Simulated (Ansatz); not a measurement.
# Ge: the cost of one run

Method: DFT LDA, scalar-relativistic, in Ansatz 0.2.0.

## Step 1: The structure to begin with

It takes space group Fd-3m (No. 227, cubic). Conventional cell: a = 5.658 Å, b = 5.658 Å, c = 5.658 Å, α = 90.00°, β = 90.00°, γ = 90.00°. Ge (site symmetry -43m) is surrounded by 4 Ge at 2.45 Å.

Structure file:

```cif
data_structure
_symmetry_space_group_name_H-M 'Fd-3m:1'
_symmetry_Int_Tables_number 227
_cell_length_a 5.6575
_cell_length_b 5.6575
_cell_length_c 5.6575
_cell_angle_alpha 90.000
_cell_angle_beta 90.000
_cell_angle_gamma 90.000
_cell_volume 181.09
loop_
_atom_site_label
_atom_site_type_symbol
_atom_site_symmetry_multiplicity
_atom_site_Wyckoff_symbol
_atom_site_fract_x
_atom_site_fract_y
_atom_site_fract_z
_atom_site_occupancy
Ge1 Ge 8 a 0.50000 0.00000 0.50000 1
```

The file gives the conventional cell by its symmetry; the runs use the cell typed in the input.

Atoms are numbered in the order of the input: Ge1, Ge2.

## Step 2: The deformed structure

Space group Fd-3m before, I4_1/amd after.

## Step 3: All-electron LAPW

The input, input.yaml:

```yaml
crystal:
  lattice:
    - [0.0, 2.82877, 2.9136331]
    - [2.82877, 0.0, 2.9136331]
    - [2.82877, 2.82877, 0.0]
  atoms:
    - { symbol: Ge, position: [0.5, 0.5, 0.5] }
    - { symbol: Ge, position: [0.75, 0.75, 0.75] }
kpoints:
  mp_grid: { grid: [10, 10, 10] }
  band_path:
    path:
      - [0.0, 0.0, 0.0]
      - [0.0, 0.5, 0.5]
      - [0.25, 0.75, 0.5]
      - [0.0, 0.5, 0.0]
      - [0.0, 0.0, 0.0]
      - [0.5, 0.5, 0.0]
      - [0.3678244886, 0.6321755114, 0.0]
      - [-0.3678244886, 0.3678244886, 0.0]
      - [0.0, 0.0, 0.0]
    npoints: 5
scf:
  occupations: { method: fermi_dirac, width: 0.05 }
hamiltonian:
  xc: lda
  pseudopotentials: { kind: all_electron, lapw: { basis_error: 0.00025 } }
output:
  forces: true
  stress: true
  eigenvalues: true
```

Command:

```sh
$ ansatz run input.yaml --threads 1 --pin off --max-ram 3072MiB --backend cpu --events-out ev --progress --plain --runs-dir out
```

What time and memory should one allow on 1 thread of Arm Neoverse V2, shared host?

About 47 s, with a peak of 0.56 GiB.
